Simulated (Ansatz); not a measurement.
# Arsine (AsH₃): basis-set convergence

Aim: see how fast density functionals converge with the basis set for arsine (AsH₃).

The runs use Ansatz 0.2.0, Gaussian basis; one geometry, several basis sets.

Levels to be run: PBE0-D4/def2-SVP; ωB97M-V/def2-SVP; PBE0-D4/def2-QZVPP; ωB97M-V/def2-QZVPP; the functionals' def2-TZVPP values are taken from earlier runs.

### 1 Structure used throughout

All runs share one geometry, relaxed beforehand with PBE0-D4 in a triple-zeta def2 set.

SMILES `[AsH3]`, 4 atoms, charge 0, spin multiplicity 1.

Atoms are counted from 1 here; the program's logs count them from 0.

Bond lengths: As1–H2 1.522 Å, As1–H3 1.522 Å, As1–H4 1.522 Å. Angles: H2–As1–H3 92.0°, H2–As1–H4 92.0°, H3–As1–H4 92.0°.

### 2 PBE0-D4 in def2-SVP

The input, in.yaml:

```yaml
crystal:
  periodic: [false, false, false]
  atoms:
    - {symbol: As, position_ang: [-0.215793, 0.487646, -0.346016]}
    - {symbol: H, position_ang: [0.349935, 0.630320, 1.059371]}
    - {symbol: H, position_ang: [-1.067997, -0.705456, 0.061106]}
    - {symbol: H, position_ang: [0.933855, -0.412500, -0.774461]}
basis:
  gaussian: {orbitals: def2-SVP}
hamiltonian: {xc: pbe0, dispersion: d4}
output: {orbitals: {seedname: orbitals}}
```

Further steps of the session: ωB97M-V in def2-SVP; PBE0-D4 in def2-QZVPP; ωB97M-V in def2-QZVPP.

**Question.** What will the summary of the whole plan be? Wanted: PBE0-D4: double and triple zeta above quadruple; ωB97M-V: double and triple zeta above quadruple.

The runs gave:

```
                                       quantity          value
PBE0-D4: double and triple zeta above quadruple  8.89, 1.32 eV
ωB97M-V: double and triple zeta above quadruple  8.88, 1.30 eV
```

In words: PBE0-D4 gains 7.57 eV from double to triple zeta, then 1.32 eV more. These are total energies; as a rule much of such shifts cancels in differences, which this series doesn't test. The LUMO of ωB97M-V is positive and keeps falling with the basis (2.86 to 1.72 eV): an unbound level that the basis holds in place.
